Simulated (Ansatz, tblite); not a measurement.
# The cluster B₆Pt+: one state, many levels

An exercise on one series of results from a longer session: the logs are not shown, and one member is left open.

Method: as each input shows; program: Ansatz 0.2.0, Gaussian basis.

Plan: GFN1-xTB, GFN2-xTB, PBE-D4/def2-TZVP, r2SCAN-D4/def2-TZVP, LC-ωPBE/def2-TZVP, ωB97X-V/def2-TZVP, B97M-V/def2-TZVP, PBE-D4/def2-SVP, PBE0-D4/def2-SVP, CCSD(T)/def2-SVP, MP2/def2-TZVP.

2 further runs of the same task are left out: 2 set aside as unsound or not needed. Runs told in other sessions of the task aren't counted.

## The geometry

The geometry is that of the doublet, from an earlier relaxation (r2SCAN-D4/def2-SVP). At that level it is the lowest of the isomers that a small search found.

7 atoms, charge 1, spin multiplicity 2.

Bond lengths: Pt1–B3 1.882 Å, Pt1–B5 1.969 Å, B2–B3 1.607 Å, B2–B4 1.578 Å, B2–B7 1.806 Å, B3–B5 1.801 Å, B4–B6 1.572 Å, B4–B7 1.767 Å, B5–B7 1.585 Å, B6–B7 1.678 Å. Angles: B3–Pt1–B5 55.7°, B3–B2–B4 175.2°, B3–B2–B7 112.7°, B4–B2–B7 62.5°, Pt1–B3–B2 131.1°, Pt1–B3–B5 64.6°, B2–B3–B5 66.5°, B2–B4–B6 125.1°, B2–B4–B7 65.1°, B6–B4–B7 60.0°, Pt1–B5–B3 59.7°, Pt1–B5–B7 173.7° and more.

Pt takes a core potential in the def2 sets. No spin-orbit coupling is included. The ion is computed in the gas phase, without counter-ions or solvent.

PBE0-D4/def2-TZVP was run before; its log isn't repeated, and its numbers join the tables.

Set-up of the first run:

Tight binding, by tblite at 300 K electronic temperature and without a spin-polarisation term:

```python
tblite.interface.Calculator('GFN1-xTB', numbers, positions, charge=1, uhf=1).singlepoint()
```

Tight binding, by tblite at 300 K electronic temperature and without a spin-polarisation term:

```python
tblite.interface.Calculator('GFN2-xTB', numbers, positions, charge=1, uhf=1).singlepoint()
```

start.molden holds the orbitals of an earlier run on this state, given as this run's starting guess.

The input, in.yaml:

```yaml
crystal:
  periodic: [false, false, false]
  atoms:
    - {symbol: Pt, position_ang: [0.918687, -2.634747, -0.000409]}
    - {symbol: B, position_ang: [0.738007, 0.538471, 0.024950]}
    - {symbol: B, position_ang: [1.535503, -0.856493, 0.033048]}
    - {symbol: B, position_ang: [-0.156907, 1.837736, 0.012993]}
    - {symbol: B, position_ang: [-0.253896, -1.052913, -0.016709]}
    - {symbol: B, position_ang: [-1.727855, 1.852369, -0.028752]}
    - {symbol: B, position_ang: [-1.053539, 0.315587, -0.025120]}
basis:
  gaussian: {orbitals: def2-TZVP, initial_orbitals: start.molden}
total_charge: 1
magnetization: {spin_polarized: true, initial_magnetization: 1}
hamiltonian: {xc: pbe, dispersion: d4}
scf: {omitted_lower_state_checks: [starts]}
output: {forces: true, orbitals: {seedname: orbitals}}
```

Launch:

```sh
$ ansatz run in.yaml --threads 4 --pin off --events-out ev --progress --plain --max-ram 4787MiB
```

Steps of the session up to this table: PBE-D4/def2-TZVP; r2SCAN-D4/def2-TZVP; LC-ωPBE/def2-TZVP; ωB97X-V/def2-TZVP; B97M-V/def2-TZVP; PBE-D4/def2-SVP; PBE0-D4/def2-SVP; CCSD(T)/def2-SVP; MP2/def2-TZVP.

One table of the session follows, with a row left open; its other results are not shown here.

It belongs to the step «Levels side by side». 

| level | HOMO (eV) | LUMO (eV) | gap (eV) |
| --- | --- | --- | --- |
| PBE-D4/def2-SVP | -10.54 | -9.92 | 0.62 |
| PBE-D4/def2-TZVP | -10.52 | -9.88 | 0.64 |
| r2SCAN-D4/def2-TZVP | -10.79 | -9.74 | 1.05 |
| B97M-V/def2-TZVP | ? | ? | ? |
| PBE0-D4/def2-SVP | -11.53 | -9.13 | 2.40 |
| PBE0-D4/def2-TZVP | -11.50 | -9.07 | 2.43 |
| LC-ωPBE/def2-TZVP | -13.87 | -7.04 | 6.83 |
| ωB97X-V/def2-TZVP | -13.40 | -7.01 | 6.39 |

Q: Estimate the row for B97M-V/def2-TZVP from the others.

As computed: HOMO (eV): -10.51; LUMO (eV): -9.56; gap (eV): 0.95. In the column «HOMO (eV)» it is the highest.

Caveats from the session: Notes on CCSD(T)/def2-SVP: spin contamination.
